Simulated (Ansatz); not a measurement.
# MgBr+ (triplet): from Hartree-Fock to the top rungs at distance Br1–Mg2 = 3.844 Å, cc-pVDZ

How much of the correlation energy of MgBr+ (triplet) does each wave-function method recover here?

Method: cc-pVDZ, core rule «outside noble gas», up to 19 orbitals frozen; program: Ansatz 0.2.0, Gaussian basis.

The runs, in order: UHF; CCSD(T) on ROHF; CCSD(T) on UHF; BCCD(T) on ROHF; CISD; CCSDT(Q) on ROHF; CCSDT(Q) on UHF; CASSCF and MRCISD+Q, 4 electrons in 4 orbitals; CASSCF and NEVPT2, 4 electrons in 4 orbitals.

47 further runs of the same task are left out: 22 for a known fault of the program, 2 for a mislabelled method, 19 that didn't finish, 4 set aside as unsound or not needed.

## (1) The system

The geometry derives from a PBE0/def2-TZVP stationary point (not a proven minimum). One bond is set to the value named and the two fragments are kept rigid. No spin-orbit coupling is included. The filled d shell of Br may be among the frozen orbitals whatever the setting's name suggests; the logs give the count.

2 atoms, charge 1, spin multiplicity 3.

Atoms are counted from 1 here; the program's logs count them from 0.

No contacts short enough for the rule that draws bonds.

## (2) UHF

in.yaml

```yaml
crystal:
  periodic: [false, false, false]
  atoms:
    - {symbol: Br, position_ang: [0.000000, 0.000000, 0.000000]}
    - {symbol: Mg, position_ang: [0.000000, 0.000000, 3.844000]}
basis:
  gaussian: {orbitals: cc-pVDZ}
total_charge: 1
magnetization: {spin_polarized: true, initial_magnetization: 2}
hamiltonian: {xc: hf}
output: {orbitals: {seedname: orbitals}}
```

Run with:

```bash
$ ansatz run in.yaml --threads 1 --pin off --events-out ev --progress --plain --max-ram 2393MiB
```

The runs that follow: CCSD(T) on ROHF; CCSD(T) on UHF; BCCD(T) on ROHF; CISD; CCSDT(Q) on ROHF; CCSDT(Q) on UHF; CASSCF and MRCISD+Q, 4 electrons in 4 orbitals; CASSCF and NEVPT2, 4 electrons in 4 orbitals.

**Question.** What will the summary of the whole plan be? Wanted: UCCSDT(Q) below the RHF energy; RMP2 from UCCSDT(Q); UMP2 from UCCSDT(Q); RCCSD from UCCSDT(Q); RCCSD(T) from UCCSDT(Q); UCCSD(T) from UCCSDT(Q); RCCSDT(Q) from UCCSDT(Q); NEVPT2 pair from UCCSDT(Q); MRCISD+Q pair from UCCSDT(Q).

As calculated:

| quantity | value |
| --- | --- |
| UCCSDT(Q) below the RHF energy | -3.0822 eV |
| RMP2 from UCCSDT(Q) | +9.69 kcal/mol |
| UMP2 from UCCSDT(Q) | +9.96 kcal/mol |
| RCCSD from UCCSDT(Q) | +0.98 kcal/mol |
| RCCSD(T) from UCCSDT(Q) | +0.30 kcal/mol |
| UCCSD(T) from UCCSDT(Q) | +0.21 kcal/mol |
| RCCSDT(Q) from UCCSDT(Q) | +0.08 kcal/mol |
| NEVPT2 pair from UCCSDT(Q) | +8.87 kcal/mol |
| MRCISD+Q pair from UCCSDT(Q) | -0.28 kcal/mol |
| levels within 1 kcal/mol (43 meV) | RCCSD, UCCSD, RCCSD(T), UCCSD(T), BCCD(T), RCCSDT, UCCSDT, RCCSDT(Q), MRCISD+Q pair |
| T1 diagnostic | 0.013 |

RCCSD(T) lands +0.30 kcal/mol from the yardstick (0.4 % of the correlation energy). Of the multireference levels listed MRCISD+Q pair comes nearest in total energy (-0.28 kcal/mol), which doesn't show that its space is the better one. These misses are within one basis, not against nature; the frozen cores of restricted and unrestricted runs differ, which can shift their rows.
